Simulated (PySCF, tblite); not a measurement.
# C₇H₅NS: vibronic structure

Wanted: vibronic structure for C₇H₅NS (`c1ccc2scnc2c1`).

Computed with tblite 0.8.0 and PySCF 2.14.0 and routines of our own; the level stands in each step. Atoms count from 0.

### Step 1. The system as given

14 atoms, charge 0, multiplicity 1; geometry from: force field or distance geometry start.

### Step 2. Geometry optimisation with GFN2-xTB

What the job is given:

```
{"job": {"kind": "relax", "xc": "GFN2-xTB", "basis": "xTB"}, "charge": 0, "multiplicity": 1}
C     -1.689500     0.819800    -0.143300
C     -1.996100    -0.501200     0.063600
C     -0.863100    -1.344700     0.217300
C      0.399400    -0.812300     0.125000
S      1.905600    -1.604700     0.274500
C      2.909400    -0.001700     0.006600
N      1.945000     0.839200    -0.134800
C      0.701700     0.502900    -0.076300
C     -0.427400     1.337700    -0.221200
H     -2.529300     1.509200    -0.253400
H     -2.992700    -0.906600     0.133100
H     -1.015400    -2.404000     0.388100
H      3.954000     0.165200    -0.003800
H     -0.302400     2.400800    -0.397700
```

On the command line:

```
OMP_NUM_THREADS=1 python excited_run.py task.json out
```

The driver reads the jobs from task.json and runs them one after another.

Log:

```text
step      E/eV     max force
  0    -643.94590    5.280
  1    -644.46221    3.663
  2    -644.67066    1.581
  3    -644.77800    1.312
  4    -644.87642    0.942
  5    -644.90472    0.482
  6    -644.92555    0.491
  7    -644.93564    0.350
  8    -644.94177    0.164
  9    -644.94399    0.138
 10    -644.94597    0.187
 11    -644.94783    0.160
 12    -644.94916    0.084
 13    -644.94977    0.082
 14    -644.95013    0.052
 15    -644.95045    0.049
 16    -644.95073    0.046
 17    -644.95090    0.037
 18    -644.95100    0.027
 19    -644.95107    0.023
 20    -644.95111    0.014
 21    -644.95113    0.012
 22    -644.95114    0.010
```

Wall time 0.15 s (1 thread of Arm Neoverse V1, shared host).

Step by step:

```tsv
step	energy from step 0 (eV)	largest force (eV/Å)
0	0.0000	5.2805
1	-0.5163	3.6626
2	-0.7248	1.5809
3	-0.8321	1.3116
4	-0.9305	0.9424
5	-0.9588	0.4822
6	-0.9796	0.4910
7	-0.9897	0.3496
8	-0.9959	0.1639
9	-0.9981	0.1383
10	-1.0001	0.1873
11	-1.0019	0.1598
12	-1.0033	0.0842
13	-1.0039	0.0823
14	-1.0042	0.0519
15	-1.0045	0.0488
16	-1.0048	0.0459
17	-1.0050	0.0374
18	-1.0051	0.0273
19	-1.0052	0.0232
20	-1.0052	0.0140
21	-1.0052	0.0123
22	-1.0052	0.0101
```

Distances of close pairs at the start and the end, largest changes first:

```tsv
bond	before (Å)	after (Å)	change (Å)
S4–C5	1.910	1.752	-0.159
N6–C7	1.289	1.366	+0.077
C3–C7	1.364	1.414	+0.049
C1–C2	1.421	1.381	-0.040
C3–S4	1.708	1.739	+0.030
C0–C1	1.372	1.394	+0.022
C7–C8	1.412	1.392	-0.020
C5–N6	1.287	1.272	-0.016
```

The end geometry stands in the next job.

### Step 3. Infrared spectrum with GFN2-xTB

What the job is given:

```
{"job": {"kind": "ir", "xc": "GFN2-xTB", "basis": "xTB"}, "charge": 0, "multiplicity": 1}
C     -1.712740     0.855797    -0.149158
C     -1.899217    -0.508034     0.072723
C     -0.823780    -1.361874     0.216842
C      0.449963    -0.824856     0.134802
S      1.989515    -1.621139     0.273451
C      2.743849    -0.060429     0.021316
N      1.964903     0.930965    -0.145495
C      0.652294     0.555973    -0.090558
C     -0.448028     1.396777    -0.232678
H     -2.576244     1.495160    -0.256386
H     -2.901683    -0.904159     0.133193
H     -0.964809    -2.417497     0.388755
H      3.813806     0.013926     0.015055
H     -0.288506     2.448917    -0.404029
```

Log:

```text
mode    cm-1     km/mol
  1     183.0      0.41
  2     196.5      0.40
  3     339.3      1.26
  4     392.1      2.48
  5     458.0      0.76
  6     493.0      0.11
  7     508.4      0.20
  8     559.2      2.18
  9     663.6      1.71
 10     686.0      0.02
 11     707.7      1.95
 12     772.9     27.02
 13     775.6     40.41
 14     803.2     14.31
 15     863.1     25.88
 16     871.9      0.24
 17     906.9      0.69
 18     924.7      0.05
 19    1037.0     10.36
 20    1064.8      0.10
 21    1134.1     10.21
 22    1152.2      7.52
 23    1182.6      2.72
 24    1237.3      4.22
 25    1287.4     22.66
 26    1335.4     12.17
 27    1400.8     13.22
 28    1454.3      1.32
 29    1539.5    113.61
 30    1560.5     11.60
 31    1599.3     45.69
 32    3084.1      5.18
 33    3092.1     33.37
 34    3101.9     31.34
 35    3113.2     17.65
 36    3152.9      1.93
```

Run time: 0.46 s. Hardware: 1 thread of Arm Neoverse V1, shared host.

The strongest bands and the atoms that carry them (share of the mass-weighted mode):

```tsv
cm⁻¹	km/mol	atoms
773	27.0	H10 22 %, H9 20 %, H11 14 %, H13 13 %
776	40.4	C5 56 %
863	25.9	N6 34 %, C2 18 %, C0 13 %
1287	22.7	C7 32 %, N6 21 %, H9 19 %, C8 10 %
1540	113.6	C5 37 %, N6 35 %
1599	45.7	C8 26 %, C2 17 %, C7 11 %, C0 11 %
3092	33.4	H9 36 %, H11 28 %, H10 26 %
3102	31.3	H11 60 %, H10 26 %
```

### Step 4. Vibronic structure: TDA B3LYP/def2-SVP

The job, as its differences from that of step 3:

```diff
@@ -1,2 +1,2 @@
-{"job": {"kind": "ir", "xc": "GFN2-xTB", "basis": "xTB"}, "charge": 0, "multiplicity": 1}
+{"job": {"kind": "vib", "xc": "B3LYP", "basis": "def2-SVP", "tda": true}, "charge": 0, "multiplicity": 1}
 C     -1.712740     0.855797    -0.149158
```

With the program's defaults for keys left out, this is: TDA B3LYP/def2-SVP vertical-gradient vibronic structure (displaced harmonic oscillators, Condon), gas phase.

Log:

```text
final grid: 60056 points
cycle   1  E = -722.3034959368  dE =  1.774e+00  |g| = 4.306e-01  |ddm| = 5.277e+00
cycle   2  E = -722.2025577949  dE =  1.009e-01  |g| = 7.590e-01  |ddm| = 1.481e+00
cycle   3  E = -722.3519785032  dE = -1.494e-01  |g| = 1.210e-01  |ddm| = 9.749e-01
cycle   4  E = -722.3551650929  dE = -3.187e-03  |g| = 4.884e-02  |ddm| = 1.808e-01
cycle   5  E = -722.3556602444  dE = -4.952e-04  |g| = 2.173e-02  |ddm| = 8.162e-02
cycle   6  E = -722.3558002452  dE = -1.400e-04  |g| = 5.263e-03  |ddm| = 3.336e-02
cycle   7  E = -722.3558078792  dE = -7.634e-06  |g| = 1.233e-03  |ddm| = 8.799e-03
cycle   8  E = -722.3558082969  dE = -4.177e-07  |g| = 1.897e-04  |ddm| = 1.941e-03
cycle   9  E = -722.3558083024  dE = -5.554e-09  |g| = 1.583e-04  |ddm| = 4.095e-04
cycle  10  E = -722.3558083090  dE = -6.561e-09  |g| = 3.227e-05  |ddm| = 1.961e-04
cycle  11  E = -722.3558083091  dE = -8.049e-11  |g| = 2.811e-05  |ddm| = 6.892e-05
converged SCF energy = -722.3558083091

Singlet excitations (eV, f): 4.894 (0.0298)  5.148 (0.0008)  5.393 (0.0795)  6.029 (0.0000)  6.095 (0.1569)  6.202 (0.0001)

State S1  4.8944 eV  f = 0.02981  H->L 0.58, H-1->L+1 0.17, H-1->L 0.14
  relaxed dipole 1.653 D, largest gradient of the excitation energy 0.0381 Eh/bohr
  mode    cm-1        S   lambda/meV  Raman
   25   1287.4    0.2724      43.5   1.000
   13    775.6    0.2972      28.6   0.396
    9    663.6    0.1753      14.4   0.171
   29   1539.5    0.0631      12.0   0.331
   21   1134.1    0.0764      10.7   0.218
   30   1560.5    0.0462       8.9   0.249
   20   1064.8    0.0614       8.1   0.154
   19   1037.0    0.0542       7.0   0.129
   11    707.7    0.0779       6.8   0.086
   26   1335.4    0.0341       5.6   0.135
    7    508.4    0.0757       4.8   0.043
   24   1237.3    0.0293       4.5   0.099
  reorganisation energy 0.1670 eV, total S 1.362, 0-0 4.7273 eV
  absorption maximum 4.727 eV, width 0.200 eV

State S3  5.3930 eV  f = 0.07947  H-1->L 0.47, H->L+1 0.23, H->L 0.19
  relaxed dipole 2.023 D, largest gradient of the excitation energy 0.0517 Eh/bohr
  mode    cm-1        S   lambda/meV  Raman
   29   1539.5    0.3380      64.5   1.000
   25   1287.4    0.2016      32.2   0.417
   21   1134.1    0.0735      10.3   0.118
   30   1560.5    0.0424       8.2   0.129
   26   1335.4    0.0441       7.3   0.098
    9    663.6    0.0831       6.8   0.046
   13    775.6    0.0623       6.0   0.047
    6    493.0    0.0890       5.4   0.027
   20   1064.8    0.0400       5.3   0.057
   28   1454.3    0.0176       3.2   0.047
   24   1237.3    0.0150       2.3   0.029
   11    707.7    0.0253       2.2   0.016
  reorganisation energy 0.1618 eV, total S 1.099, 0-0 5.2311 eV
  absorption maximum 5.231 eV, width 0.210 eV

State S5  6.0948 eV  f = 0.15692  H-1->L+1 0.26, H->L+1 0.18, H-1->L 0.17
  relaxed dipole 1.321 D, largest gradient of the excitation energy 0.0389 Eh/bohr
  mode    cm-1        S   lambda/meV  Raman
   13    775.6    0.3077      29.6   0.516
   29   1539.5    0.1514      28.9   1.000
   11    707.7    0.2535      22.2   0.354
    7    508.4    0.2486      15.7   0.179
    6    493.0    0.1638      10.0   0.111
   30   1560.5    0.0375       7.3   0.254
   20   1064.8    0.0546       7.2   0.172
   25   1287.4    0.0339       5.4   0.157
    9    663.6    0.0440       3.6   0.054
   15    863.1    0.0242       2.6   0.050
   31   1599.3    0.0066       1.3   0.047
   22   1152.2    0.0084       1.2   0.031
  reorganisation energy 0.1394 eV, total S 1.378, 0-0 5.9553 eV
  absorption maximum 5.955 eV, width 0.214 eV

State T1  3.7220 eV  f = 0.00000  H->L 0.53, H-1->L 0.33
  relaxed dipole 1.806 D, largest gradient of the excitation energy 0.0844 Eh/bohr
  mode    cm-1        S   lambda/meV  Raman
   29   1539.5    0.8249     157.4   1.000
   30   1560.5    0.5123      99.1   0.638
   25   1287.4    0.3420      54.6   0.290
   21   1134.1    0.1240      17.4   0.082
   31   1599.3    0.0826      16.4   0.108
   28   1454.3    0.0685      12.4   0.074
    6    493.0    0.1889      11.5   0.023
    9    663.6    0.0918       7.6   0.021
   22   1152.2    0.0448       6.4   0.030
   26   1335.4    0.0377       6.2   0.034
   20   1064.8    0.0349       4.6   0.020
    3    339.3    0.0955       4.0   0.006
  reorganisation energy 0.4075 eV, total S 2.521, 0-0 3.3144 eV
  absorption maximum 3.506 eV, width 0.592 eV
```

Run time: 42 s. Hardware: 1 thread of Arm Neoverse V1, shared host; peak memory 0.81 GiB.

Orbitals, density, ELF and potential are computed afterwards from the orbital file.

Frontier orbitals at B3LYP/def2-SVP, with the share of their density that lies nearest to each atom:

```tsv
orbital	energy (eV)	lies on
HOMO	-6.64	S4 26 %; C2, C8 about 19 % each; N6 9 %
LUMO	-1.14	C5 23 %; C1, C8 about 12 % each; N6 11 %
```

ELF in a plane through or near 14 of the atoms.

Ten even steps from '0' (0.00) to '9' (1.00):
```
0000000000000000000000000000
0000000000000000000000000000
0000000000000000000000000000
0000000000000698400000000000
0000000002001999700000000000
0000000268500899701684000000
0000000489820476528999100000
0000210176564842959999200000
0004996373481565844995000000
0008999317553421477300000000
0006999426048721423675000000
0000111585571585845999700000
0000001436295568487999700000
0000003753263267731699200000
0000003799840099980000000000
0000002578620099990000000000
0000000133200079960000000000
0000000000000000000000000000
0000000000000000000000000000
0000000000000000000000000000
```
The map spans 12.8 Å across and 10.2 Å up, centred on the molecule. Atoms in the plane (x, y in Å): C0 (1.7, 0.8), C1 (1.9, -0.6), C2 (0.8, -1.4), C3 (-0.5, -0.8), S4 (-2.1, -1.6), C5 (-2.7, 0.0), N6 (-1.9, 1.0), C7 (-0.6, 0.6), C8 (0.5, 1.4), H9 (2.6, 1.4), H10 (2.9, -1.0), H11 (0.9, -2.5), H12 (-3.8, 0.2), H13 (0.4, 2.5).

log10 of the density (e/Å³) in the same plane.

Ten even steps from ' ' (-4.0) to '@' (1.4):
```
                                                        
                            ....                        
                        ..::::::....                    
                    ....::--====--::....                
              ::::------==++****++------::::..          
            ::--==========**####**========--..          
        ..::--==******++++**####********++==::..        
    ..::--====++##%%%%######@@@@########**++--..        
    ..--==++****##%%%%##%%%%######@@####**==::..        
    ::==++####%%%%######%%##****######**++==::..        
    ::--++**####%%##**######****########**++--..        
    ..::--==++**########%%@@######%%######++--::        
      ..::--++**##@@%%########@@%%######**++--::        
        ..--++**##@@##******######**++++++==::..        
        ..::==++**##**++==++**####++==----::..          
          ::--==++++++======++****++--::....            
            ::----==----::::======--::..                
              ....::........::::::::..                  
                              ....                      
                                                        
```
The map spans 12.8 Å across and 10.2 Å up, centred on the molecule. Atoms in the plane (x, y in Å): C0 (1.7, 0.8), C1 (1.9, -0.6), C2 (0.8, -1.4), C3 (-0.5, -0.8), S4 (-2.1, -1.6), C5 (-2.7, 0.0), N6 (-1.9, 1.0), C7 (-0.6, 0.6), C8 (0.5, 1.4), H9 (2.6, 1.4), H10 (2.9, -1.0), H11 (0.9, -2.5), H12 (-3.8, 0.2), H13 (0.4, 2.5).

On the surface of density 0.002 e/bohr³ the electrostatic potential runs, from the 1st to the 99th percentile, from -1.50 V near N6 to 1.12 V near H12.

### Step 5. Vibronic structure (C7H5NS−): B3LYP/def2-SVP

The job, as its differences from that of step 4:

```diff
@@ -1,2 +1,2 @@
-{"job": {"kind": "vib", "xc": "B3LYP", "basis": "def2-SVP", "tda": true}, "charge": 0, "multiplicity": 1}
+{"job": {"kind": "vib", "xc": "B3LYP", "basis": "def2-SVP", "tda": true, "temperature": 200, "nstates": 4, "scf": {"max_cycle": 50}, "maxiter": 30}, "charge": -1, "multiplicity": 1}
 C     -1.712740     0.855797    -0.149158
```

With the program's defaults for keys left out, this is: B3LYP/def2-SVP.

Log:

```text
RuntimeError: Electron number 71 and spin 0 are not consistent
Note mol.spin = 2S = Nalpha - Nbeta, not 2S+1
```

Hardware: 1 thread of Arm Neoverse V1, shared host.

**What went wrong.** Charge and multiplicity don't fit the number of electrons: an even count needs an odd multiplicity, and the reverse. The remedy is to mend the charge or the multiplicity.

### Step 6. Summary of results

| quantity | value |
| --- | --- |
| strongest single infrared mode (GFN2-xTB) | 1540 cm⁻¹, 114 km/mol |
| zero-point energy (GFN2-xTB) | 62.4 kcal/mol |
| S1: vertical, reorganisation, 0-0, total S (step 4, TDA B3LYP/def2-SVP, modes from GFN2-xTB) | 4.89, 0.17, 4.73 eV; 1.4 |
| S3: vertical, reorganisation, 0-0, total S (step 4, TDA B3LYP/def2-SVP, modes from GFN2-xTB) | 5.39, 0.16, 5.23 eV; 1.1 |
| S5: vertical, reorganisation, 0-0, total S (step 4, TDA B3LYP/def2-SVP, modes from GFN2-xTB) | 6.09, 0.14, 5.96 eV; 1.4 |
| surface potential, 1st and 99th percentile | -1.50 V and 1.12 V |
| runs | 1 failed, 0 ended on unsound input |

All 36 modes are real, so the xTB geometry is a minimum. The strongest single mode, at 1540 cm⁻¹, moves mainly C5 and N6. GFN2-xTB is a fitted tight-binding method: band positions and strengths are rough. Its intensities can rank the bands wrongly. The vibronic model keeps the ground-state modes (from xTB) and shifts them along the gradient alone, so it can miss much of the relaxation that a full optimisation finds. At B3LYP/def2-SVP, counted by nearest atom on the grid, the HOMO lies on S4 26 %; C2, C8 about 19 % each, the LUMO on C5 23 %; C1, C8 about 12 % each.
